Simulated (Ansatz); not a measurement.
# C₂H₉NOSi: one species, many methods

An exercise on one series of results from a longer session: the logs are not shown, and one member is left open.

Method: functionals in def2-TZVPP, the program's frozen cores in correlated methods; program: Ansatz 0.2.0, Gaussian basis.

The runs, in order: PBE-D4, r2SCAN-D4, PBE0-D4, B3LYP-D4, ωB97X-V, ωB97M-V, B2PLYP; CCSD(T)/def2-TZVPP; MP2/def2-QZVPP; extrapolation to the limit.

## The geometry

An earlier PBE0-D4 in a triple-zeta def2 set relaxation fixed the geometry.

14 atoms, charge 0, spin multiplicity 1.

Atoms are counted from 1 here; the program's logs count them from 0.

Bond lengths: C1–O2 1.411 Å, C1–H6 1.091 Å, C1–H7 1.097 Å, C1–H8 1.094 Å, O2–Si3 1.640 Å, Si3–C4 1.877 Å, Si3–H9 1.484 Å, Si3–H10 1.496 Å, C4–N5 1.461 Å, C4–H11 1.103 Å, C4–H12 1.096 Å, N5–H13 1.012 Å, N5–H14 1.012 Å. Angles: O2–C1–H6 108.1°, O2–C1–H7 111.1°, O2–C1–H8 111.4°, H6–C1–H7 108.4°, H6–C1–H8 109.3°, H7–C1–H8 108.5°, C1–O2–Si3 123.7°, O2–Si3–C4 113.1°, O2–Si3–H9 106.1°, O2–Si3–H10 109.9°, C4–Si3–H9 110.0°, C4–Si3–H10 107.5°, H9–Si3–H10 110.3°, Si3–C4–N5 110.4°, Si3–C4–H11 109.2°, Si3–C4–H12 106.9°, N5–C4–H11 114.9°, N5–C4–H12 108.8° and more.

Set-up of the first run:

Input file in.yaml:

```yaml
crystal:
  periodic: [false, false, false]
  atoms:
    - {symbol: C, position_ang: [-1.079117, 1.743463, 0.522439]}
    - {symbol: O, position_ang: [-0.175266, 1.021527, 1.331051]}
    - {symbol: Si, position_ang: [1.015053, 0.065125, 0.733669]}
    - {symbol: C, position_ang: [0.363011, -1.460566, -0.144761]}
    - {symbol: N, position_ang: [-0.315813, -1.084708, -1.383175]}
    - {symbol: H, position_ang: [-1.741543, 2.311063, 1.178422]}
    - {symbol: H, position_ang: [-0.549913, 2.448453, -0.129809]}
    - {symbol: H, position_ang: [-1.675902, 1.074021, -0.103375]}
    - {symbol: H, position_ang: [1.844006, -0.334055, 1.897942]}
    - {symbol: H, position_ang: [1.838986, 0.834142, -0.250726]}
    - {symbol: H, position_ang: [1.183844, -2.187583, -0.267722]}
    - {symbol: H, position_ang: [-0.363175, -1.930581, 0.528011]}
    - {symbol: H, position_ang: [-0.685060, -1.896431, -1.862375]}
    - {symbol: H, position_ang: [0.327886, -0.633070, -2.020691]}
basis:
  gaussian: {orbitals: def2-TZVPP}
hamiltonian: {xc: pbe, dispersion: d4}
output: {forces: true, orbitals: {seedname: orbitals}}
```

The run is started by

```console
ansatz run in.yaml --threads 4 --pin off --events-out ev --progress --plain --max-ram 10444MiB
```

Among the steps run: PBE-D4 (GGA); r2SCAN-D4 (meta-GGA); PBE0-D4 (hybrid); B3LYP-D4 (hybrid); ωB97X-V (range-separated); ωB97M-V (range-separated); B2PLYP (double hybrid); CCSD(T) in def2-TZVPP; MP2 in def2-QZVPP.

One of the session's tables, all rows but one given; the rest of the session is left out.

```
            method  atomisation energy (eV)
            PBE-D4                   53.193
         r2SCAN-D4                   52.386
           PBE0-D4                   52.365
          B3LYP-D4                   52.597
           ωB97X-V                   52.714
           ωB97M-V                   52.685
            B2PLYP                   51.951
     HF/def2-TZVPP                        ?
    MP2/def2-TZVPP                   51.619
   CCSD/def2-TZVPP                   50.478
CCSD(T)/def2-TZVPP                   51.139
           MP2/CBS                   53.033
       CCSD(T)/CBS                   52.552
```

Estimate the missing values for HF/def2-TZVPP.

**Answer.** atomisation energy (eV): 37.919. In the column «atomisation energy (eV)» it is the lowest.

Caveats from the session: Free atoms (2 C, 1 O, 1 Si, 1 N, 9 H) were run apart at each level; the atomisation energy is their sum less the molecule, without zero-point or spin-orbit terms.
